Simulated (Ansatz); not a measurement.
# MgFe3O: the cost of one run

Program: Ansatz 0.2.0. Level of theory: DFT PBE, scalar-relativistic, plane waves, PAW, unless a step names another level. These are calculated values, not measurements.

1 further run of the same task is left out (it didn't finish).

## 1. The system as given

Symmetry: P4/mmm, No. 123, tetragonal system. The conventional cell has a = 2.934 Å, b = 2.934 Å, c = 19.459 Å, α = 90.00°, β = 90.00°, γ = 90.00°. Around Mg (site symmetry 4mm) lie 5 O at 2.08 to 2.21 Å. Mg (site symmetry 4/mmm) has 6 O at 2.07 to 2.15 Å as nearest neighbours. Fe (site symmetry 4mm) is surrounded by 1 O at 2.15 Å and 4 Fe at 2.43 Å. Fe (site symmetry 4mm) is surrounded by 9 Fe at 2.43 to 2.79 Å. Fe (site symmetry 4mm) is surrounded by 10 Fe at 2.49 to 2.75 Å. Fe (site symmetry 4mm) has 10 Fe at 2.49 to 2.79 Å as nearest neighbours. Fe (site symmetry 4/mmm) has 10 Fe at 2.49 to 2.75 Å as nearest neighbours. O (site symmetry 4mm) is surrounded by 5 Mg at 2.08 to 2.15 Å and 1 Fe at 2.15 Å. Only part of the 9 independent sites is listed.

As a file:

```
CELL_PARAMETERS angstrom
2.93433 0.00000 0.00000
0.00000 2.93433 0.00000
0.00000 0.00000 19.45852
ATOMIC_POSITIONS crystal
Mg 0.00000 0.00000 0.11354
Mg 0.50000 0.50000 0.00000
Mg 0.00000 0.00000 0.88646
Fe 0.50000 0.50000 0.22074
Fe 0.50000 0.50000 0.77926
Fe 0.00000 0.00000 0.71404
Fe 0.00000 0.00000 0.28596
Fe 0.50000 0.50000 0.35890
Fe 0.00000 0.00000 0.42955
Fe 0.00000 0.00000 0.57045
Fe 0.50000 0.50000 0.50000
Fe 0.50000 0.50000 0.64110
O 0.50000 0.50000 0.11026
O 0.00000 0.00000 0.00000
O 0.50000 0.50000 0.88974
```

It came out lowest among 13 distinct ends of the trial cells. At a tolerance of 0.05 Å it has space group P4/mmm (No. 123). Site moments: 0.0 0.0 0.0 2.7 2.7 2.5 2.5 2.5 2.4 2.4 2.3 2.5 0.0 0.0 0.0 μB.

## 2. Bands, states and charges

Contents of input.yaml:

```yaml
crystal:
  lattice:
    - [2.9343334877, 0.0, 0.0]
    - [0.0, 2.9343334877, 0.0]
    - [0.0, 0.0, 19.4585187221]
  atoms:
    - { symbol: Mg, position: [0.0, 0.0, 0.1135396437] }
    - { symbol: Mg, position: [0.5, 0.5, 0.0] }
    - { symbol: Mg, position: [0.0, 0.0, 0.8864603563] }
    - { symbol: Fe, position: [0.5, 0.5, 0.2207373922], spin: 2.98 }
    - { symbol: Fe, position: [0.5, 0.5, 0.7792626078], spin: 2.98 }
    - { symbol: Fe, position: [0.0, 0.0, 0.7140424864], spin: 2.75 }
    - { symbol: Fe, position: [0.0, 0.0, 0.2859575136], spin: 2.75 }
    - { symbol: Fe, position: [0.5, 0.5, 0.3588966842], spin: 2.75 }
    - { symbol: Fe, position: [0.0, 0.0, 0.4295489955], spin: 2.63 }
    - { symbol: Fe, position: [0.0, 0.0, 0.5704510045], spin: 2.63 }
    - { symbol: Fe, position: [0.5, 0.5, 0.5], spin: 2.57 }
    - { symbol: Fe, position: [0.5, 0.5, 0.6411033158], spin: 2.75 }
    - { symbol: O, position: [0.5, 0.5, 0.1102626459] }
    - { symbol: O, position: [0.0, 0.0, 0.0] }
    - { symbol: O, position: [0.5, 0.5, 0.8897373541] }
basis:
  ecutwfc: 420
kpoints:
  mp_grid: { grid: [10, 10, 2] }
  band_path:
    path:
      - [[0.0, 0.0, 0.0], [0.0, 0.5, 0.0], [0.5, 0.5, 0.0], [0.0, 0.0, 0.0], [0.0, 0.0, 0.5], [0.0, 0.5, 0.5], [0.5, 0.5, 0.5], [0.0, 0.0, 0.5]]
      - [[0.0, 0.5, 0.0], [0.0, 0.5, 0.5]]
      - [[0.5, 0.5, 0.0], [0.5, 0.5, 0.5]]
    npoints: 10
hamiltonian:
  xc: pbe
scf:
  occupations: { method: gaussian, width: 0.1 }
  n_extra_bands: 37
output:
  forces: true
  stress: true
  eigenvalues: true
  populations: true
  dos: { projected: true, de: 0.02, nscf_kmesh: { grid: [12, 12, 3] } }
  bader: false
  write_density: true
  write_potential: true
  elf: true
  volumetric_format: npy
magnetization:
  spin_polarized: true
checkpoint:
  read: start.run
  write: ck
  compress: false
  write_wavefunctions: false
  write_every: 100000
```

Command:

```bash
$ ansatz run input.yaml --threads 1 --pin off --max-ram 2560MiB --backend cpu --events-out ev --progress --plain --runs-dir out
```

Q: Estimate wall time and peak memory on 1 thread of Intel Xeon Platinum 8375C at 2.90GHz (Ice Lake), shared host.

About 6.2 min, with a peak of 1.9 GiB.
